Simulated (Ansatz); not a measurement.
# C₂BrF₂I: up Jacob's ladder to CCSD(T)

How much do the methods differ for C₂BrF₂I? The plan is to run it at one geometry with functionals of several rungs and with coupled cluster. The yardstick is the atomisation energy at the CCSD(T) limit.

Method: functionals in def2-TZVPP, the program's frozen cores in correlated methods; program: Ansatz 0.2.0, Gaussian basis.

Levels to be run: LDA (SPW92), PBE-D4, revPBE-D4, BLYP-D4, r2SCAN-D4, B97M-V, PBE0-D4, B3LYP-D4, r2SCANh-D4, r2SCAN0-D4, HSE06-D4, BHLYP-D4, CAM-B3LYP-D4, LC-ωPBE, ωB97X-V, ωB97M-V, B2PLYP, PBE-QIDH; CCSD(T)/def2-SVP; CCSD(T)/def2-TZVPP; MP2/def2-QZVPP; extrapolation to the limit; RPA on PBE.

## (1) Structure used throughout

The geometry comes from an earlier relaxation with PBE0-D4 in a triple-zeta def2 set; it is a stationary point. I takes the def2 core potential; no spin-orbit term is included.

SMILES `F/C(Br)=C(/F)I`, 6 atoms, charge 0, spin multiplicity 1.

Atoms are counted from 1 here; the program's logs count them from 0.

Bond lengths: F1–C2 1.320 Å, C2–Br3 1.859 Å, C2–C4 1.327 Å, C4–F5 1.323 Å, C4–I6 2.060 Å. Angles: F1–C2–Br3 114.7°, F1–C2–C4 121.7°, Br3–C2–C4 123.6°, C2–C4–F5 121.0°, C2–C4–I6 123.6°, F5–C4–I6 115.5°.

Geometry (Å):

```mol
C2BrF2I
  3D, bonds by distance, orders not assigned

  6  5  0  0  0  0  0  0  0  0999 V2000
   -1.3557   -0.1778    1.0895 F   0  0
   -0.3479   -0.5019    0.3017 C   0  0
   -0.0371   -2.3281    0.1500 Br  0  0
    0.3735    0.4205   -0.3232 C   0  0
    1.3807    0.0789   -1.1096 F   0  0
    0.0285    2.4445   -0.1545 I   0  0
  1  2  8  0
  2  3  8  0
  2  4  8  0
  4  5  8  0
  4  6  8  0
M  END
```

## (2) LDA

This LDA is Slater exchange with PW92 correlation.

The input, in.yaml:

```yaml
crystal:
  periodic: [false, false, false]
  atoms:
    - {symbol: F, position_ang: [-1.355667, -0.177821, 1.089510]}
    - {symbol: C, position_ang: [-0.347901, -0.501869, 0.301729]}
    - {symbol: Br, position_ang: [-0.037089, -2.328127, 0.150019]}
    - {symbol: C, position_ang: [0.373510, 0.420461, -0.323211]}
    - {symbol: F, position_ang: [1.380694, 0.078854, -1.109612]}
    - {symbol: I, position_ang: [0.028452, 2.444502, -0.154535]}
basis:
  gaussian: {orbitals: def2-TZVPP}
hamiltonian: {xc: lda}
output: {orbitals: {seedname: orbitals}}
```

The runs that follow: PBE-D4 (GGA); revPBE-D4 (GGA); BLYP-D4 (GGA); r2SCAN-D4 (meta-GGA); B97M-V (meta-GGA); PBE0-D4 (hybrid); B3LYP-D4 (hybrid); r2SCANh-D4 (hybrid); r2SCAN0-D4 (hybrid); HSE06-D4 (hybrid); BHLYP-D4 (hybrid); CAM-B3LYP-D4 (range-separated); LC-ωPBE-D4 (range-separated); ωB97X-V (range-separated); ωB97M-V (range-separated); B2PLYP (double hybrid); PBE-QIDH (double hybrid); CCSD(T) in def2-SVP; CCSD(T) in def2-TZVPP; MP2 in def2-QZVPP; RPA on PBE orbitals.

Before running them: what should the planned runs give, taken together? Wanted: atomisation energy, CCSD(T)/CBS; farthest beyond LDA; mean size of error, GGA; mean size of error, meta-GGA; mean size of error, hybrid; mean size of error, range-separated; mean size of error, double hybrid; gap, smallest and largest; T1 diagnostic.

**Answer**, as computed:

```
                               quantity                                                                  value
        atomisation energy, CCSD(T)/CBS                                                          2065.9 kJ/mol
 functionals within 20.7 kJ/mol (1.0 %)  B97M-V, r2SCANh-D4, CAM-B3LYP-D4, LC-ωPBE, ωB97X-V, ωB97M-V, PBE-QIDH
                    farthest beyond LDA                                               BHLYP-D4 (-173.6 kJ/mol)
                mean size of error, GGA                                                            84.6 kJ/mol
           mean size of error, meta-GGA                                                            15.9 kJ/mol
             mean size of error, hybrid                                                            59.2 kJ/mol
    mean size of error, range-separated                                                             7.7 kJ/mol
      mean size of error, double hybrid                                                            23.4 kJ/mol
              gap, smallest and largest                                  3.45 eV (BLYP-D4), 10.42 eV (LC-ωPBE)
                          T1 diagnostic                                                                 0.0106
triples share of the correlation energy                                                                  3.4 %
```

**Reading.** The LDA atomisation energy is off by 550.9 kJ/mol (27 %): it overbinds. PBE-D4 misses by +162.4 kJ/mol. Double hybrids carry the basis error of their MP2 part in triple zeta, and no dispersion term here, so their miss is partly the set-up's. The rungs range-separated, meta-GGA miss on average by less than the doubt on the reference (20.7 kJ/mol), so they tie; GGA functionals have the largest mean beyond LDA (84.6 kJ/mol). The reference freezes the cores and leaves out spin-orbit coupling and excitations past (T), and its outer-core shells are covered unevenly, so misses under about 20.7 kJ/mol can't be ranked. All levels share the lack of spin-orbit coupling, which lowers the free heavy atoms and so the true binding. Hartree-Fock recovers 60 % of the binding; the rest is correlation. CCSD(T) in def2-SVP is off by -158.9 kJ/mol, which most functionals beat. Orbital gaps span 3.5 to 10.4 eV; exact exchange widens them. The restricted reference is unstable towards a spin-broken one. Correlated methods include outer-core shells of Br, I, which these sets cover unevenly.
